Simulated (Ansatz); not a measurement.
**BH₂F₃ (built from SMILES F.FBF): a barrier at many levels of theory**

Aim: the barrier and energy of one elementary step (B1–F6 formed, H2–H5 formed, B1–H2 broken, H5–F6 broken) from LDA up to coupled cluster, on fixed structures, to see where each rung fails.

The runs use Ansatz 0.2.0, Gaussian basis; single points in def2-TZVPP on PBE0-D4/def2-TZVP structures.

Levels: SPW92, PBE-D4, BLYP-D4, r2SCAN-D4, B97M-V, PBE0-D4, B3LYP-D4, r2SCAN0-D4, BHLYP-D4, CAM-B3LYP-D4, wB97X-V, wB97M-V, B2PLYP, PBE-QIDH, RPA on PBE, Hartree-Fock, MP2, CCSD, CCSD(T). The reference is CCSD(T) at the basis limit, from triple and quadruple zeta. Zero-point energies come from PBE0-D4 vibrations.

Cores are frozen in the correlated methods. B3LYP uses VWN-RPA correlation. B2PLYP carries no dispersion term here.

81 further runs of the same task are left out: 1 that didn't finish, 80 set aside as unsound or not needed.

## 1. The three structures

Charge 0, multiplicity 1. The folders r, ts and p hold the start, the saddle and the end; their coordinates stand in the first inputs.

| pair | r (Å) | ts (Å) | p (Å) |
| --- | --- | --- | --- |
| B1–F6 | 2.547 | 1.609 | 1.312 |
| H2–H5 | 3.316 | 1.080 | 0.747 |
| B1–H2 | 1.189 | 1.335 | 2.824 |
| H5–F6 | 0.923 | 1.137 | 2.911 |

## 2. SPW92/def2-TZVPP

r/in.yaml reads:

```yaml
crystal:
  periodic: [false, false, false]
  atoms:
    - {symbol: B, position_ang: [-0.445688, -0.100956, -0.743211]}
    - {symbol: H, position_ang: [0.135255, 0.651285, -1.458231]}
    - {symbol: F, position_ang: [-0.323805, -1.402027, -0.871418]}
    - {symbol: F, position_ang: [-1.314976, 0.346958, 0.147698]}
    - {symbol: H, position_ang: [0.680687, 0.365338, 1.799999]}
    - {symbol: F, position_ang: [1.268627, 0.139402, 1.125262]}
basis:
  gaussian: {orbitals: def2-TZVPP}
hamiltonian: {xc: lda}
```

ts/in.yaml reads:

```yaml
crystal:
  periodic: [false, false, false]
  atoms:
    - {symbol: B, position_ang: [-0.279911, -0.169308, -0.198936]}
    - {symbol: H, position_ang: [0.522752, 0.829501, -0.572364]}
    - {symbol: F, position_ang: [-0.019915, -1.289731, -0.853198]}
    - {symbol: F, position_ang: [-1.528769, 0.232274, -0.025476]}
    - {symbol: H, position_ang: [0.819739, 0.576304, 0.434568]}
    - {symbol: F, position_ang: [0.486203, -0.179041, 1.215506]}
basis:
  gaussian: {orbitals: def2-TZVPP}
hamiltonian: {xc: lda}
```

p/in.yaml reads:

```yaml
crystal:
  periodic: [false, false, false]
  atoms:
    - {symbol: B, position_ang: [-0.573875, -0.692392, 0.227044]}
    - {symbol: H, position_ang: [0.997113, 1.420740, -0.794845]}
    - {symbol: F, position_ang: [-0.126956, -1.423886, -0.765468]}
    - {symbol: F, position_ang: [-1.618686, 0.080867, 0.052848]}
    - {symbol: H, position_ang: [1.311472, 1.364992, -0.119290]}
    - {symbol: F, position_ang: [0.011031, -0.750322, 1.399810]}
basis:
  gaussian: {orbitals: def2-TZVPP}
hamiltonian: {xc: lda}
```

One command serves all of them, each in its own folder.

Run with:

```
$ ansatz run in.yaml --threads 2 --pin off --events-out ev --progress --plain --max-ram 4352MiB
```

Further steps of the session: PBE-D4/def2-TZVPP; BLYP-D4/def2-TZVPP; r2SCAN-D4/def2-TZVPP; B97M-V/def2-TZVPP; PBE0-D4/def2-TZVPP; B3LYP-D4/def2-TZVPP; r2SCAN0-D4/def2-TZVPP; BHLYP-D4/def2-TZVPP; CAM-B3LYP-D4/def2-TZVPP; wB97X-V/def2-TZVPP; wB97M-V/def2-TZVPP; B2PLYP/def2-TZVPP; PBE-QIDH/def2-TZVPP; RPA on PBE/def2-TZVPP; CCSD(T)/def2-TZVPP; MP2/def2-QZVPP; Vibrations of the start structure; Vibrations of the end structure.

What does the calculation give? Wanted: barrier, CCSD(T)/CBS; reverse barrier, CCSD(T)/CBS; step energy, CCSD(T)/CBS; barrier with zero-point energy; step energy with zero-point energy; imaginary mode at the saddle; largest T1 diagnostic.

As calculated:

| quantity | value |
| --- | --- |
| barrier, CCSD(T)/CBS | 27.3 kcal/mol |
| reverse barrier, CCSD(T)/CBS | 52.3 kcal/mol |
| step energy, CCSD(T)/CBS | -25.0 kcal/mol |
| barrier with zero-point energy | 26.5 kcal/mol |
| step energy with zero-point energy | -28.2 kcal/mol |
| imaginary mode at the saddle | 1214i cm⁻¹ |
| largest T1 diagnostic | 0.013 |

**Reading.** Among the functionals B2PLYP lands nearest to CCSD(T)/CBS (-1.4 kcal/mol) and SPW92 farthest (-18.3 kcal/mol). Mean unsigned error by rung: LDA 18.3, GGA 6.8, meta-GGA 5.8, hybrid 3.6, range-separated hybrid 2.9, double hybrid 2.1 kcal/mol. PBE-D4 gives a barrier 9.3 kcal/mol too low, outside chemical accuracy (1 kcal/mol). Every functional without exact exchange puts the barrier too low, the usual mark of self-interaction error, which favours the spread-out density of a saddle. The barrier rises with the share of exact exchange, from BLYP-D4 through B3LYP-D4 to BHLYP-D4 (-4.3, -2.2, +1.9 kcal/mol). Hartree-Fock, with no correlation, is off by +13.1 kcal/mol. Zero-point motion lowers the barrier by 0.8 kcal/mol. The end structure keeps an imaginary mode: no true minimum.
